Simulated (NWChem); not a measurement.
# C3H7FSn (SMILES [F][SnH]1[CH2]C[CH2]1) at 4 levels

We compute a comparison of 4 runs (HF/def2-SVP, HF/def2-TZVP, wB97X/def2-SVP, PBE0/def2-SVP) of C3H7FSn. 

The calculation is run with NWChem 7.3.0.

## (1) The system as given

The species is C3H7FSn (12 atoms), meant as a singlet with charge 0. SMILES: `[F][SnH]1[CH2]C[CH2]1`. The shape is that of a PBE0-D4/def2-TZVP optimisation.

Bond lengths: F1–Sn2 1.935 Å, Sn2–C3 2.156 Å, C3–C4 1.545 Å, Sn2–C5 2.156 Å, C4–C5 1.545 Å, Sn2–H6 1.707 Å, C3–H7 1.092 Å, C3–H8 1.089 Å, C4–H9 1.095 Å, C4–H10 1.094 Å, C5–H11 1.089 Å, C5–H12 1.092 Å. Some angles: F1–Sn2–C3 112.4°, F1–Sn2–C5 112.4°, C3–Sn2–C5 70.3°, Sn2–C3–C4 88.5°, C3–C4–C5 106.9°, Sn2–C5–C4 88.5°, F1–Sn2–H6 103.0°, C3–Sn2–H6 128.2°, C5–Sn2–H6 128.2°, Sn2–C3–H7 107.8°.

## (2) Energy and forces at HF/def2-SVP (core potential) (run 1)

calc.nw reads:

```
start calc
title "C3H7FSn hf"
memory total 2200 mb
geometry units angstrom noautosym nocenter noautoz
  F    -2.588100   -0.827800    1.176900
  Sn   -1.174700    0.436500    0.793300
  C     0.783000   -0.461200    0.901700
  C     1.017900   -0.030200   -0.563600
  C    -0.374300    0.196800   -1.194700
  H    -1.724700    1.866800    1.545800
  H     0.650500   -1.540400    1.005600
  H     1.528400   -0.125900    1.620700
  H     1.618700   -0.755000   -1.122800
  H     1.573500    0.911800   -0.574700
  H    -0.435700    0.990700   -1.936900
  H    -0.797600   -0.717100   -1.617400
end
basis spherical bse
  * library def2-SVP
end
ecp bse
  Sn library def2-SVP
end
scf
  thresh 1e-08
  maxiter 80
  noprint "final vectors analysis"
end
task scf gradient
```

Started as:

```
nwchem calc.nw > calc.out
```

The log of the run:

```text
[...]
  functions       =   117
[...]
  wavefunction    = RHF
[...]
         Total SCF energy =   -430.271261169271
      One-electron energy =  -1231.724212347734
      Two-electron energy =    521.050364775251
 Nuclear repulsion energy =    280.402586403213
        Time for solution =     27.8s
[...]
                         RHF ENERGY GRADIENTS
    atom               coordinates                        gradient
                 x          y          z           x          y          z
   1 F      -4.890800  -1.564315   2.224019    0.000637   0.000148  -0.000303
   2 Sn     -2.219861   0.824865   1.499120    0.007917  -0.002943  -0.005297
   3 C       1.479655  -0.871542   1.703966   -0.000348   0.001048  -0.005310
   4 C       1.923552  -0.057070  -1.065050   -0.007302   0.001641   0.004562
   5 C      -0.707324   0.371898  -2.257656    0.004271  -0.001520   0.002981
   6 H      -3.259210   3.527740   2.921138   -0.000907   0.001152   0.000861
   7 H       1.229267  -2.910934   1.900308   -0.001258  -0.000163   0.000098
   8 H       2.888257  -0.237917   3.062679   -0.001070   0.000925   0.000742
   9 H       3.058899  -1.426743  -2.121784   -0.000118  -0.001209  -0.000319
  10 H       2.973484   1.723052  -1.086026   -0.000009   0.000500   0.000157
  11 H      -0.823354   1.872152  -3.660210   -0.000971   0.000835   0.000960
[...]
```

Run time: 36 s. Hardware: 1 thread of Intel Xeon 6975P-C (Granite Rapids), shared host; peak memory 0.1 GiB.

## (3) Energy and forces at HF/def2-TZVP (core potential) (run 2)

run.py reads:

```python
from ase import Atoms
from ase.calculators.nwchem import NWChem

atoms = Atoms(['F', 'Sn', 'C', 'C', 'C', 'H', 'H', 'H', 'H', 'H', 'H', 'H'], positions=[
    [-2.588100, -0.827800, 1.176900],
    [-1.174700, 0.436500, 0.793300],
    [0.783000, -0.461200, 0.901700],
    [1.017900, -0.030200, -0.563600],
    [-0.374300, 0.196800, -1.194700],
    [-1.724700, 1.866800, 1.545800],
    [0.650500, -1.540400, 1.005600],
    [1.528400, -0.125900, 1.620700],
    [1.618700, -0.755000, -1.122800],
    [1.573500, 0.911800, -0.574700],
    [-0.435700, 0.990700, -1.936900],
    [-0.797600, -0.717100, -1.617400],
])

calc = NWChem(
    label='c3h7fsn',
    theory='scf',
    memory='2200 mb',
    basis='def2-TZVP',
    basispar='spherical bse',
    scf={'nopen': '0', 'rhf': None, 'thresh': '1e-08', 'maxiter': '80'},
    **{'ecp bse': {'Sn library': 'def2-TZVP'}},
)
atoms.calc = calc

forces = atoms.get_forces()
print(f"energy = {atoms.get_potential_energy():.6f} eV")
print("forces (eV/A):")
for s, f in zip(atoms.symbols, forces):
    print(f"{s:2s} {f[0]:10.5f} {f[1]:10.5f} {f[2]:10.5f}")
print("dipole (e A):", atoms.get_dipole_moment().round(4))
```

Started as:

```
export ASE_NWCHEM_COMMAND="nwchem PREFIX.nwi > PREFIX.nwo"
python run.py
```

The log of the run:

```text
energy = -11715.613245 eV
forces (eV/A):
F     0.40716    0.38315   -0.10470
Sn   -0.50435   -0.30180    0.18389
C    -0.00005   -0.16846    0.49396
C     0.62185   -0.01193   -0.34787
C    -0.43189    0.07425   -0.28442
H     0.05003   -0.09924   -0.05872
H     0.09950    0.28740   -0.04448
H    -0.16589   -0.13102   -0.25768
H    -0.16640    0.22939    0.16409
H    -0.15005   -0.24621    0.00586
H     0.07713   -0.26750    0.18049
H     0.16296    0.25197    0.06957
dipole (e A): [ 0.5047  0.3876 -0.157 ]
```

The calculator wrote c3h7fsn.nwi:

```
title "c3h7fsn"

permanent_dir c3h7fsn

scratch_dir c3h7fsn

start c3h7fsn

geometry units angstrom nocenter noautosym noautoz
  F  -2.5880999999999998e+00 -8.2779999999999998e-01 1.1769000000000001e+00
  Sn -1.1747000000000001e+00 4.3650000000000000e-01 7.9330000000000001e-01
  C  7.8300000000000003e-01 -4.6120000000000000e-01 9.0169999999999995e-01
  C  1.0179000000000000e+00 -3.0200000000000001e-02 -5.6359999999999999e-01
  C  -3.7430000000000002e-01 1.9680000000000000e-01 -1.1947000000000001e+00
  H  -1.7246999999999999e+00 1.8668000000000000e+00 1.5458000000000001e+00
  H  6.5049999999999997e-01 -1.5404000000000000e+00 1.0056000000000000e+00
  H  1.5284000000000000e+00 -1.2590000000000001e-01 1.6207000000000000e+00
  H  1.6187000000000000e+00 -7.5500000000000000e-01 -1.1228000000000000e+00
  H  1.5734999999999999e+00 9.1180000000000005e-01 -5.7469999999999999e-01
  H  -4.3569999999999998e-01 9.9070000000000003e-01 -1.9369000000000001e+00
  H  -7.9759999999999998e-01 -7.1709999999999996e-01 -1.6173999999999999e+00
end

memory 2200 mb

basis spherical bse noprint
   * library def2-TZVP
end

scf
  nopen 0
  rhf
  thresh 1e-08
  maxiter 80
end
ecp bse
  Sn library def2-TZVP
end

task scf gradient
```

c3h7fsn.nwo:

```text
Northwest Computational Chemistry Package (NWChem) 7.3.0
             --------------------------------------------------------

           Job information
           ---------------

    nwchem branch   = 7.3.0
    use scalapack   = T
    input           = c3h7fsn.nwi
    prefix          = c3h7fsn.
    data base       = c3h7fsn/c3h7fsn.db
    status          = startup
    nproc           =        1

           Memory information
           ------------------

    heap     =     72089598 doubles =      550.0 Mbytes
    stack    =     72089595 doubles =      550.0 Mbytes
    global   =    144179200 doubles =     1100.0 Mbytes (distinct from heap & stack)
    total    =    288358393 doubles =     2200.0 Mbytes
    verify   = yes
    hardfail = no

[... 152 lines left out ...]
 Convergence threshold     :          1.000E-08
[... 13 lines left out ...]
       Final RHF  results
[... 3 lines left out ...]
      One-electron energy =  -1232.319111145046
[... 1 line left out ...]
 Nuclear repulsion energy =    280.402586403213
[... 46 lines left out ...]
                       ROHF Final Molecular Orbital Analysis
[... 360 lines left out ...]
                         RHF ENERGY GRADIENTS

    atom               coordinates                        gradient
                 x          y          z           x          y          z
   1 F      -4.890800  -1.564315   2.224019   -0.007918  -0.007451   0.002036
   2 Sn     -2.219861   0.824865   1.499120    0.009808   0.005869  -0.003576
   3 C       1.479655  -0.871542   1.703966    0.000001   0.003276  -0.009606
[... 8 lines of this table left out ...]
  12 H      -1.507245  -1.355123  -3.056443   -0.003169  -0.004900  -0.001353

                 ----------------------------------------
                 |  Time  |  1-e(secs)   |  2-e(secs)   |
                 ----------------------------------------
                 |  CPU   |       0.29   |      42.12   |
                 ----------------------------------------
                 |  WALL  |       0.29   |      42.12   |
                 ----------------------------------------

 Task  times  cpu:      273.7s     wall:      273.7s
 Total times  cpu:      273.8s     wall:      273.8s
```

Wall time 4.6 min (1 thread of Intel Xeon 6975P-C (Granite Rapids), shared host); peak memory 0.12 GiB.

Run 3 isn't shown in full; the table further down has it.

## (4) Energy and forces at PBE0/def2-SVP (core potential) (run 4)

run.xyz reads:

```xyz
12

F     -2.588100    -0.827800     1.176900
Sn    -1.174700     0.436500     0.793300
C      0.783000    -0.461200     0.901700
C      1.017900    -0.030200    -0.563600
C     -0.374300     0.196800    -1.194700
H     -1.724700     1.866800     1.545800
H      0.650500    -1.540400     1.005600
H      1.528400    -0.125900     1.620700
H      1.618700    -0.755000    -1.122800
H      1.573500     0.911800    -0.574700
H     -0.435700     0.990700    -1.936900
H     -0.797600    -0.717100    -1.617400
```

run.nw reads:

```
start run
memory 2200 mb
charge 0

geometry noautosym nocenter noautoz
   load format xyz run.xyz
end

basis spherical bse
   F library def2-SVP
   Sn library def2-SVP
   C library def2-SVP
   H library def2-SVP
end

ecp bse
   Sn library def2-SVP
end

dft
   xc pbe0
   mult 1
   grid fine
   convergence energy 1e-08
   iterations 100
   mulliken
end

task dft gradient
```

Started as:

```
nwchem run.nw > run.out
```

The log of the run:

```text
[...]
          Wavefunction type:  closed shell.
          No. of atoms     :    12
          No. of electrons :    56
[...]
          Charge           :     0
          Spin multiplicity:     1
[...]
          AO basis - number of functions:   117
[...]
              XC Information
              --------------
                         PBE0 Method XC Functional
                     Hartree-Fock (Exact) Exchange  0.250
          PerdewBurkeErnzerhof Exchange Functional  0.750
            Perdew 1991 LDA Correlation Functional  1.000 local
           PerdewBurkeErnz. Correlation Functional  1.000 non-local
[...]
 d= 0,ls=0.0,diis     1   -432.1663488312 -7.13D+02  1.60D-02  6.67D-01     4.8
[...]
 d= 0,ls=0.0,diis    10   -432.2542283339 -9.10D-10  2.83D-07  9.74D-10    34.2
         Total DFT energy =     -432.254228333878
      One electron energy =    -1232.356638300333
           Coulomb energy =      566.929494418475
    Exchange-Corr. energy =      -47.229670855232
 Nuclear repulsion energy =      280.402586403213
[...]
  wavefunction    = closed shell
                         DFT ENERGY GRADIENTS
    atom               coordinates                        gradient
                 x          y          z           x          y          z
   1 F      -4.890800  -1.564315   2.224019    0.006548   0.005817  -0.001787
   2 Sn     -2.219861   0.824865   1.499120   -0.000583  -0.005464  -0.001394
   3 C       1.479655  -0.871542   1.703966   -0.000077  -0.002511   0.003710
   4 C       1.923552  -0.057070  -1.065050    0.004766   0.001338  -0.002198
   5 C      -0.707324   0.371898  -2.257656   -0.003558  -0.000478  -0.002659
   6 H      -3.259210   3.527740   2.921138    0.000494  -0.002035  -0.000912
   7 H       1.229267  -2.910934   1.900308    0.000868   0.006031  -0.000892
   8 H       2.888257  -0.237917   3.062679   -0.004697  -0.001731  -0.004614
   9 H       3.058899  -1.426743  -2.121784   -0.003663   0.003647   0.003163
  10 H       2.973484   1.723052  -1.086026   -0.003307  -0.004869   0.000294
  11 H      -0.823354   1.872152  -3.660210    0.000538  -0.004739   0.004903
[...]
```

Run time: 43 s. Hardware: 1 thread of Intel Xeon 6975P-C (Granite Rapids), shared host; peak memory 0.13 GiB.

## (5) Overview of the runs

```csv
run,level,core potential,iteration cap,energy (Eh),dipole moment (D),largest force (eV/Å),wall time
1,HF/def2-SVP (core potential),def2-SVP,80,-430.271261,3.14,0.513,36 s
2,HF/def2-TZVP (core potential),def2-TZVP,80,-430.540849,3.15,0.713,4.6 min
3,wB97X/def2-SVP (core potential),def2-SVP,100,-432.478577,–,0.397,2.6 min
4,PBE0/def2-SVP (core potential),def2-SVP,100,-432.254228,2.86,0.460,43 s
```

## (6) Outcome

| quantity | value |
| --- | --- |
| run 4: total energy | -432.25423 Eh |
| run 4: dipole moment | 2.86 D |
| run 4: HOMO energy | -7.47 eV |
| run 4: LUMO energy | 0.07 eV |
| run 4: HOMO–LUMO gap | 7.54 eV |
| run 4: largest force on an atom | 0.460 eV/Å |

**Reading.** Over runs 1, 2, 4 the dipole moment (its size) runs from 2.86 D (PBE0/def2-SVP) to 3.15 D (HF/def2-TZVP). The two ends differ in method and basis. Totals of different functionals can't be ranked against each other. All runs together took 8.5 min, the longest 4.6 min.
